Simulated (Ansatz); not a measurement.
**C₇H₁₄: a ladder of functionals and wavefunction methods**

How much do the methods differ for C₇H₁₄? The plan is to run it at one geometry with functionals of several rungs and with coupled cluster. The yardstick is the atomisation energy at the CCSD(T) limit.

The runs use Ansatz 0.2.0, Gaussian basis; functionals in def2-TZVPP, the program's frozen cores in correlated methods.

The runs, in order: LDA (SPW92), PBE-D4, revPBE-D4, BLYP-D4, r2SCAN-D4, B97M-V, PBE0-D4, B3LYP-D4, r2SCANh-D4, r2SCAN0-D4, HSE06-D4, BHLYP-D4, CAM-B3LYP-D4, LC-ωPBE, ωB97X-V, ωB97M-V, B2PLYP, PBE-QIDH; CCSD(T)/def2-SVP; CCSD(T)/def2-TZVPP; MP2/def2-QZVPP; extrapolation to the limit; RPA on PBE.

## (1) Structure used throughout

An earlier PBE0-D4 in a triple-zeta def2 set relaxation fixed the geometry.

SMILES `CC1CCCCC1`, 21 atoms, charge 0, spin multiplicity 1.

Atoms are counted from 1 here; the program's logs count them from 0.

Bond lengths: C1–C2 1.524 Å, C1–H8 1.092 Å, C1–H9 1.093 Å, C1–H10 1.093 Å, C2–C3 1.530 Å, C2–C7 1.530 Å, C2–H11 1.097 Å, C3–C4 1.524 Å, C3–H12 1.095 Å, C3–H13 1.097 Å, C4–C5 1.523 Å, C4–H14 1.096 Å, C4–H15 1.094 Å, C5–C6 1.523 Å, C5–H16 1.094 Å, C5–H17 1.098 Å, C6–C7 1.524 Å, C6–H18 1.096 Å and more. Angles: C2–C1–H8 112.4°, C2–C1–H9 110.8°, C2–C1–H10 110.8°, H8–C1–H9 107.4°, H8–C1–H10 107.4°, H9–C1–H10 107.8°, C1–C2–C3 112.2°, C1–C2–C7 112.2°, C1–C2–H11 107.1°, C3–C2–C7 109.9°, C3–C2–H11 107.6°, C7–C2–H11 107.6°, C2–C3–C4 112.8°, C2–C3–H12 109.8°, C2–C3–H13 108.6°, C4–C3–H12 110.3°, C4–C3–H13 108.6°, H12–C3–H13 106.5° and more.

## (2) LDA

This LDA is Slater exchange with PW92 correlation.

in.yaml

```yaml
crystal:
  periodic: [false, false, false]
  atoms:
    - {symbol: C, position_ang: [1.400473, -0.218756, -1.480618]}
    - {symbol: C, position_ang: [1.202430, -0.159415, 0.028883]}
    - {symbol: C, position_ang: [0.311262, -1.293656, 0.539871]}
    - {symbol: C, position_ang: [-1.152561, -1.110975, 0.158425]}
    - {symbol: C, position_ang: [-1.679581, 0.237358, 0.630420]}
    - {symbol: C, position_ang: [-0.821056, 1.379417, 0.103959]}
    - {symbol: C, position_ang: [0.641740, 1.189203, 0.485647]}
    - {symbol: H, position_ang: [0.461922, -0.106196, -2.027841]}
    - {symbol: H, position_ang: [1.839521, -1.174816, -1.778030]}
    - {symbol: H, position_ang: [2.071880, 0.576062, -1.816396]}
    - {symbol: H, position_ang: [2.190463, -0.280882, 0.488741]}
    - {symbol: H, position_ang: [0.683831, -2.254551, 0.169825]}
    - {symbol: H, position_ang: [0.385235, -1.331484, 1.633724]}
    - {symbol: H, position_ang: [-1.267670, -1.184869, -0.929159]}
    - {symbol: H, position_ang: [-1.750721, -1.922461, 0.583652]}
    - {symbol: H, position_ang: [-2.721260, 0.369283, 0.322725]}
    - {symbol: H, position_ang: [-1.672809, 0.260466, 1.727957]}
    - {symbol: H, position_ang: [-0.918994, 1.434008, -0.986444]}
    - {symbol: H, position_ang: [-1.183812, 2.336572, 0.490463]}
    - {symbol: H, position_ang: [1.250500, 2.002473, 0.076914]}
    - {symbol: H, position_ang: [0.729206, 1.253229, 1.577283]}
basis:
  gaussian: {orbitals: def2-TZVPP}
hamiltonian: {xc: lda}
output: {orbitals: {seedname: orbitals}}
```

Command:

```bash
> ansatz run in.yaml --threads 2 --pin off --events-out ev --progress --plain --max-ram 32768MiB --backend cuda --devices 0, --max-vram 18GiB
```

After this run come: PBE-D4 (GGA); revPBE-D4 (GGA); BLYP-D4 (GGA); r2SCAN-D4 (meta-GGA); B97M-V (meta-GGA); PBE0-D4 (hybrid); B3LYP-D4 (hybrid); r2SCANh-D4 (hybrid); r2SCAN0-D4 (hybrid); HSE06-D4 (hybrid); BHLYP-D4 (hybrid); CAM-B3LYP-D4 (range-separated); LC-ωPBE (range-separated); ωB97X-V (range-separated); ωB97M-V (range-separated); B2PLYP (double hybrid); PBE-QIDH (double hybrid); CCSD(T) in def2-SVP; CCSD(T) in def2-TZVPP; MP2 in def2-QZVPP; RPA on PBE orbitals.

**Question.** What will the summary of the whole plan be? Wanted: atomisation energy, CCSD(T)/CBS; farthest beyond LDA; mean size of error, GGA; mean size of error, meta-GGA; mean size of error, hybrid; mean size of error, range-separated; mean size of error, double hybrid; gap, smallest and largest; T1 diagnostic.

As calculated:

```
                                quantity                                                                                                              value
         atomisation energy, CCSD(T)/CBS                                                                                                    2058.4 kcal/mol
functionals within 10.3 kcal/mol (0.5 %)  revPBE-D4, r2SCAN-D4, B97M-V, B3LYP-D4, r2SCANh-D4, r2SCAN0-D4, CAM-B3LYP-D4, LC-ωPBE, ωB97X-V, ωB97M-V, PBE-QIDH
                     farthest beyond LDA                                                                                          BHLYP-D4 (-40.5 kcal/mol)
                 mean size of error, GGA                                                                                                      18.2 kcal/mol
            mean size of error, meta-GGA                                                                                                       4.8 kcal/mol
              mean size of error, hybrid                                                                                                      15.3 kcal/mol
     mean size of error, range-separated                                                                                                       6.3 kcal/mol
       mean size of error, double hybrid                                                                                                      12.7 kcal/mol
               gap, smallest and largest                                                                          7.07 eV (LDA (SPW92)), 14.02 eV (LC-ωPBE)
                           T1 diagnostic                                                                                                             0.0087
 triples share of the correlation energy                                                                                                              3.9 %
```

**Reading.** LDA overbinds by 276.6 kcal/mol (13 %). PBE-D4 misses by +39.3 kcal/mol. Double hybrids carry the basis error of their MP2 part in triple zeta, and no dispersion term here, so their miss is partly the set-up's. The rungs meta-GGA, range-separated miss on average by less than the doubt on the reference (10.3 kcal/mol), so they tie. Misses under about 10.3 kcal/mol are within the doubt on the reference itself, which lacks core-valence correlation, relativity and higher excitations. Hartree-Fock recovers 76 % of the binding; the rest is correlation. CCSD(T) in def2-SVP is off by -67.5 kcal/mol, which most functionals beat. Orbital gaps span 7.1 to 14.0 eV; exact exchange widens them.
